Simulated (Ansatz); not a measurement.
Crystal: Al3Au.

```
Au Al
1.0
    -2.02533    2.02533    4.05660
     2.02533   -2.02533    4.05660
     2.02533    2.02533   -4.05660
Au Al
1 3
Cartesian
  0.0000 0.0000 0.0000
  0.0000 0.0000 4.0566
  2.0253 0.0000 2.0283
  0.0000 2.0253 2.0283
```

The cell comes from a database or a generator and needn't be the stable form of this composition.

Program: Ansatz 0.2.0. Alike in all runs: task band structure; potentials or basis Ansatz PAW; no spin polarisation; cell as given; k mesh 5 × 5 × 5; cutoff (eV) 420; smearing fermi-dirac 0.05 eV; the mesh is coarse, so values aren't converged.

**Question.** Order these runs on this cell by their pressure, lowest first.
A. level RPBE
B. level BLYP
C. level PBEsol
D. level LDA

**Answer.** D (-5.1 GPa), C (-2.7 GPa), A (2.3 GPa), B (5.0 GPa).

Caveats: all runs use coarse meshes; the PAW data sets come from PBE, with cores solved anew for the run's functional, which leaves a small shift of forces and pressure.

Runs at the PBE level aren't shown here.
